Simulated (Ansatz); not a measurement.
# Ga8N8 wurtzite bond disc (Ga₈N₈): the relaxed shape and its frontier levels

Aim: characterise Ga8N8 wurtzite bond disc (Ga₈N₈) as a singlet: its structure, frontier levels and distribution of charge.

Computed with Ansatz 0.2.0, Gaussian basis. Level: RKS PBE0-D4/def2-TZVP.

Levels to be run: relaxation at PBE-D4/def2-SVP; a single point at PBE0-D4/def2-TZVP.

## Step 1: The system as given

16 atoms, charge 0, spin multiplicity 1.

Atoms are counted from 1 here; the program's logs count them from 0.

Bond lengths: N1–Ga2 1.821 Å, N1–Ga5 1.866 Å, Ga2–N3 1.821 Å, N3–Ga7 1.865 Å, N4–Ga5 1.897 Å, N4–Ga9 1.771 Å, Ga5–N6 1.959 Å, N6–Ga7 1.958 Å, N6–Ga11 1.825 Å, Ga7–N8 1.896 Å, N8–Ga13 1.771 Å, Ga9–N10 1.859 Å, N10–Ga11 1.899 Å, N10–Ga14 1.883 Å, Ga11–N12 1.898 Å, N12–Ga13 1.859 Å, N12–Ga16 1.884 Å, Ga14–N15 1.839 Å and more. Angles: Ga2–N1–Ga5 100.9°, N1–Ga2–N3 154.1°, Ga2–N3–Ga7 100.9°, Ga5–N4–Ga9 102.9°, N1–Ga5–N4 115.4°, N1–Ga5–N6 121.3°, N4–Ga5–N6 123.3°, Ga5–N6–Ga7 121.4°, Ga5–N6–Ga11 119.3°, Ga7–N6–Ga11 119.3°, N3–Ga7–N6 121.4°, N3–Ga7–N8 115.4°, N6–Ga7–N8 123.2°, Ga7–N8–Ga13 103.0°, N4–Ga9–N10 146.9°, Ga9–N10–Ga11 103.7°, Ga9–N10–Ga14 135.7°, Ga11–N10–Ga14 120.4° and more.

The start is a GFN2-xTB geometry.

## Step 2: Relaxation at PBE-D4/def2-SVP

The input, in.yaml:

```yaml
crystal:
  periodic: [false, false, false]
  atoms:
    - {symbol: N, position_ang: [-2.394740, -3.419120, -0.033530]}
    - {symbol: Ga, position_ang: [-3.631340, -2.082440, -0.024020]}
    - {symbol: N, position_ang: [-4.159850, -0.339870, -0.032990]}
    - {symbol: N, position_ang: [0.784890, -3.459740, -0.039400]}
    - {symbol: Ga, position_ang: [-0.810250, -2.433950, -0.027610]}
    - {symbol: N, position_ang: [-0.828170, -0.474660, -0.016570]}
    - {symbol: Ga, position_ang: [-2.509540, 0.529330, -0.025760]}
    - {symbol: N, position_ang: [-2.588840, 2.423520, -0.031120]}
    - {symbol: Ga, position_ang: [2.051640, -2.223350, 0.006170]}
    - {symbol: N, position_ang: [2.456980, -0.409440, 0.053070]}
    - {symbol: Ga, position_ang: [0.754870, 0.433130, 0.023390]}
    - {symbol: N, position_ang: [0.888140, 2.326270, 0.063280]}
    - {symbol: Ga, position_ang: [-0.882230, 2.893040, 0.016820]}
    - {symbol: Ga, position_ang: [4.032570, 0.621570, 0.017860]}
    - {symbol: N, position_ang: [4.263750, 2.446100, 0.025340]}
    - {symbol: Ga, position_ang: [2.572110, 3.169610, 0.025080]}
basis:
  gaussian: {orbitals: def2-SVP}
hamiltonian: {xc: pbe, dispersion: d4}
scf: {lower_state_search: "off"}
output: {orbitals: {seedname: orbitals}}
relax: {f_tol: 0.03, max_steps: 70}
```

Launch:

```console
ansatz run in.yaml --threads 2 --pin off --events-out ev --progress --plain --max-ram 32768MiB --backend cuda --devices 0, --max-vram 18GiB
```

After this run come: Single point, PBE0-D4/def2-TZVP.

**Question.** What will the summary of the whole plan be? Wanted: point group; commonest bond; HOMO, LUMO at PBE0-D4/def2-TZVP; dipole at PBE-D4/def2-SVP.

**Answer**, as computed:

| quantity | value |
| --- | --- |
| point group | C2 |
| commonest bond | Ga–N, 19 of mean length 1.859 Å |
| HOMO, LUMO at PBE0-D4/def2-TZVP | -5.65, -5.07 eV |
| dipole at PBE-D4/def2-SVP | 8.02 D |

**Reading.** The molecule keeps its bonding pattern by the stored test; the atoms moved 0.09 Å (rms). No usable vibrations, so a minimum isn't proven. The HOMO lies nearest to N1, N3 about 30 % each; Ga14, Ga16 about 9 % each and the LUMO to Ga14, Ga16 about 24 % each; N1, N3 about 11 % each. Whether this spin is the lowest isn't tested here. The point group is read from a loosely relaxed geometry; soft torsions can leave it below the true symmetry.
